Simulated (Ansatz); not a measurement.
# ClH3OSn: the cost of one run

Program: Ansatz 0.2.0. Level of theory: RKS LDA/def2-SVP. These are calculated values, not measurements.

### 1 Starting point

Bond lengths: Sn1–H2 1.940 Å, Sn1–O3 2.160 Å, O3–H4 1.010 Å, Sn1–H5 1.739 Å, Sn1–Cl6 2.408 Å. Angles: H2–Sn1–O3 38.9°, H2–Sn1–H5 122.7°, H2–Sn1–Cl6 122.7°, O3–Sn1–H5 123.2°, O3–Sn1–Cl6 123.2°, H5–Sn1–Cl6 109.5°, Sn1–O3–H4 105.4°.

Coordinates:

```xyz
6

Sn    0.0000    0.0000    0.0000
H     1.0906    0.0000    1.6043
O     2.0665    0.0000    0.6288
H     2.3829   -0.9521    0.5121
H    -0.8195    1.4198   -0.5794
Cl   -1.1351   -1.9666   -0.8025
```

### 2 A restrained relaxation towards end A

Springs on the bonds that form and break draw the guess towards this end; the thresholds are loose.

File input.yaml:

```yaml
crystal:
  periodic: [false, false, false]
  atoms:
    - { symbol: Sn, position_ang: [0.0, 0.0, 0.0] }
    - { symbol: H, position_ang: [1.0906, 0.0, 1.6043] }
    - { symbol: O, position_ang: [2.0665, 0.0, 0.6288] }
    - { symbol: H, position_ang: [2.3829, -0.9521, 0.5121] }
    - { symbol: H, position_ang: [-0.8195, 1.4198, -0.5794] }
    - { symbol: Cl, position_ang: [-1.1351, -1.9666, -0.8025] }
basis:
  gaussian: { orbitals: def2-SVP }
hamiltonian:
  xc: lda
relax:
  f_tol: 0.15
  max_steps: 25
  restrain:
    - { distance: [1, 2], at: 2.21, k: 30.0 }
    - { distance: [0, 1], at: 1.74, k: 30.0 }
    - { distance: [0, 2], at: 1.96, k: 30.0 }
```

The run is started by

```sh
$ ansatz run input.yaml --threads 1 --pin off --max-ram 2048MiB --backend cpu --events-out ev --progress --plain --runs-dir out
```

Q: Estimate wall time and peak memory on 1 thread of Arm Neoverse V1, shared host.

About 14 s, with a peak of 0.14 GiB.
